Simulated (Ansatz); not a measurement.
**H2BrO (doublet): the correlation ladder at distance O1–H3 along a hydrogen transfer = 1.146 Å, cc-pVDZ**

How much of the correlation energy of H2BrO (doublet) does each wave-function method recover here?

Program: Ansatz 0.2.0, Gaussian basis. Level of theory: cc-pVDZ, core rule «outside noble gas», up to 15 orbitals frozen. These are calculated values, not measurements.

The runs, in order: UHF; CCSD(T) on ROHF; CCSD(T) on UHF; BCCD(T) on ROHF; CISD; CCSDT(Q) on ROHF; CCSDT(Q) on UHF; CASSCF and MRCISD+Q, 3 electrons in 3 orbitals; CASSCF and NEVPT2, 3 electrons in 3 orbitals; CASSCF and MRCISD+Q, 15 electrons in 10 orbitals; CASSCF and NEVPT2, 15 electrons in 10 orbitals.

6 further runs of the same task are left out: 6 that didn't finish.

## Step 1: The geometry

The geometry derives from fragments relaxed apart (PBE0/def2-TZVP) and kept rigid, so it is no stationary point. A hydrogen atom is moved between rigid fragments. No spin-orbit coupling is included. The filled d shell of Br may be among the frozen orbitals whatever the setting's name suggests; the logs give the count.

4 atoms, charge 0, spin multiplicity 2.

Atoms are counted from 1 here; the program's logs count them from 0.

Bond lengths: O1–H2 0.960 Å, O1–H3 1.146 Å, H3–Br4 1.669 Å. Angles: H2–O1–H3 105.1°, O1–H3–Br4 180.0°.

As a file:

```xyz
4
BrH2O
O    -0.9279   -0.2316    0.0000
H    -1.1772    0.6949    0.0000
H     0.2181   -0.2316    0.0000
Br    1.8871   -0.2316    0.0000
```

## Step 2: UHF

in.yaml reads:

```yaml
crystal:
  periodic: [false, false, false]
  atoms:
    - {symbol: O, position_ang: [-0.927923, -0.231644, 0.000000]}
    - {symbol: H, position_ang: [-1.177232, 0.694932, 0.000000]}
    - {symbol: H, position_ang: [0.218077, -0.231644, 0.000000]}
    - {symbol: Br, position_ang: [1.887077, -0.231644, 0.000000]}
basis:
  gaussian: {orbitals: cc-pVDZ}
magnetization: {spin_polarized: true, initial_magnetization: 1}
hamiltonian: {xc: hf}
output: {orbitals: {seedname: orbitals}}
```

Launch:

```
$ ansatz run in.yaml --threads 1 --pin off --events-out ev --progress --plain --max-ram 2393MiB
```

The runs that follow: CCSD(T) on ROHF; CCSD(T) on UHF; BCCD(T) on ROHF; CISD; CCSDT(Q) on ROHF; CCSDT(Q) on UHF; CASSCF and MRCISD+Q, 3 electrons in 3 orbitals; CASSCF and NEVPT2, 3 electrons in 3 orbitals; CASSCF and MRCISD+Q, 15 electrons in 10 orbitals; CASSCF and NEVPT2, 15 electrons in 10 orbitals.

**Question.** What will the summary of the whole plan be? Wanted: UCCSDT(Q) below the RHF energy; RMP2 from UCCSDT(Q); UMP2 from UCCSDT(Q); RCCSD from UCCSDT(Q); RCCSD(T) from UCCSDT(Q); UCCSD(T) from UCCSDT(Q); RCCSDT(Q) from UCCSDT(Q); MRCISD+Q pair from UCCSDT(Q); NEVPT2 valence from UCCSDT(Q).

The runs gave:

| quantity | value |
| --- | --- |
| UCCSDT(Q) below the RHF energy | -9.6092 eV |
| RMP2 from UCCSDT(Q) | +17.67 kcal/mol |
| UMP2 from UCCSDT(Q) | +21.37 kcal/mol |
| RCCSD from UCCSDT(Q) | +5.07 kcal/mol |
| RCCSD(T) from UCCSDT(Q) | +0.89 kcal/mol |
| UCCSD(T) from UCCSDT(Q) | +0.88 kcal/mol |
| RCCSDT(Q) from UCCSDT(Q) | +0.02 kcal/mol |
| MRCISD+Q pair from UCCSDT(Q) | +2.63 kcal/mol |
| NEVPT2 valence from UCCSDT(Q) | +31.82 kcal/mol |
| MRCISD+Q valence from UCCSDT(Q) | +1.32 kcal/mol |
| levels within 1 kcal/mol (43 meV) | RCCSD(T), UCCSD(T), BCCD(T), RCCSDT, UCCSDT, RCCSDT(Q) |
| T1 diagnostic | 0.024 |
| effectively unpaired electrons | 1.02 |

RCCSD(T) misses by +0.89 kcal/mol, 0.4 % of the correlation energy. One determinant dominates. Of the multireference levels listed MRCISD+Q valence comes nearest in total energy (+1.32 kcal/mol), which doesn't show that its space is the better one. These misses are within one basis, not against nature; the frozen cores of restricted and unrestricted runs differ, which can shift their rows.
